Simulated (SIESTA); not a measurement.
The system is GeCN2.

```
Ge N C
1.0
     1.79379    1.03565    4.92196
    -1.79379    1.03565    4.92196
     0.00000   -2.07129    4.92196
Ge N C
1 2 1
Cartesian
  0.0000 0.0000 0.0000
  0.0000 0.0000 8.6219
  0.0000 0.0000 6.1440
  0.0000 0.0000 7.3829
```

The cell comes from a database or a generator and needn't be the stable form of this composition.

Base run:

* Program: SIESTA 5.4.2
* Functional: LDA
* Potentials or basis: PseudoDojo 0.4 standard (LDA files)
* Basis: DZP (energy shift 0.003 Ry; two zetas on semicore shells)
* Grid cutoff: 800 Ry
* Energy shift: 0.003 Ry
* k mesh: 9 × 9 × 9
* Occupations: fermi-dirac, width 0.05 eV
* Spin: no spin polarisation

Its results: band gap on the k mesh 1.03 eV, indirect (least direct gap 1.83 eV); pressure -1.7 GPa; largest force 1.606 eV/Å.

**Question.** The run is repeated on the same cell with these changes: functional from LDA to PBEsol; potentials or basis from PseudoDojo 0.4 standard (LDA files) to PseudoDojo 0.4 standard (PBEsol files). What comes out?

**Answer.** Band gap on the k mesh 1.05 eV, indirect (least direct gap 1.88 eV); pressure 1.7 GPa; largest force 1.991 eV/Å.

Caveats: the basis of atomic orbitals isn't converged, which shifts pressures, moduli and gaps; forces of over 1 eV/Å show positions far from the minimum, so gaps and moduli don't describe the material at rest.

A k mesh can miss the band edges.
